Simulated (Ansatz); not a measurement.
**BClHSe radical (SMILES ClB[Se]): one structure at several levels**

An exercise on one series of results from a longer session: the logs are not shown, and one member is left open.

The runs use Ansatz 0.2.0, Gaussian basis; single points in def2-TZVPP.

Cores are frozen in the correlated methods. Filled d shells of the heavier atoms are correlated. Orbitals are unrestricted. B3LYP uses VWN-RPA correlation.

## The system as given

SMILES `ClB[Se]`, 4 atoms, charge 0, spin multiplicity 2.

Atoms are counted from 1 here; the program's logs count them from 0.

Bond lengths: Cl1–B2 1.798 Å, B2–Se3 1.938 Å, B2–H4 1.246 Å. Angles: Cl1–B2–Se3 120.7°, Cl1–B2–H4 119.0°, Se3–B2–H4 120.3°.

As a file:

```xyz
4
BClHSe
Cl   -1.6530   -0.5628    0.2234
B    -0.0200    0.1170   -0.0990
Se    1.5524   -0.6422    0.7429
H     0.0874    1.0925   -0.8668
```

Set-up of the first run:

run/in.yaml reads:

```yaml
crystal:
  periodic: [false, false, false]
  atoms:
    - {symbol: Cl, position_ang: [-1.653000, -0.562800, 0.223400]}
    - {symbol: B, position_ang: [-0.020000, 0.117000, -0.099000]}
    - {symbol: Se, position_ang: [1.552400, -0.642200, 0.742900]}
    - {symbol: H, position_ang: [0.087400, 1.092500, -0.866800]}
basis:
  gaussian: {orbitals: def2-TZVPP}
magnetization: {spin_polarized: true, initial_magnetization: 1}
correlation: {method: ccsd_t}
scf: {omitted_lower_state_checks: [cluster_reference]}
output: {forces: true}
```

No record of the launch command was kept for these runs.

Steps of the session up to this table: CCSD(T)/def2-TZVPP; PBE0-D4/def2-TZVPP; wB97M-V/def2-TZVPP; r2SCAN-D4/def2-TZVPP; PBE-D4/def2-TZVPP; r2SCANh-D4/def2-TZVPP; B3LYP-D4/def2-TZVPP.

One table of the session follows, with a row left open; its other results are not shown here.

```
    method  RMS force component (eV/Å)  angle to CCSD(T) forces (°)  dipole (D)
   CCSD(T)                       0.528                    reference        0.83
   PBE0-D4                       0.552                         10.5        0.81
   wB97M-V                       0.574                          5.0        0.78
 r2SCAN-D4                       0.524                          8.5        0.76
    PBE-D4                           ?                            ?           ?
r2SCANh-D4                       0.555                          8.3        0.79
  B3LYP-D4                       0.520                          3.3        0.79
```

Q: Estimate the row for PBE-D4 from the others.

**Answer.** RMS force component (eV/Å): 0.441; angle to CCSD(T) forces (°): 10.9; dipole (D): 0.73. In the column «RMS force component (eV/Å)» it is the lowest.
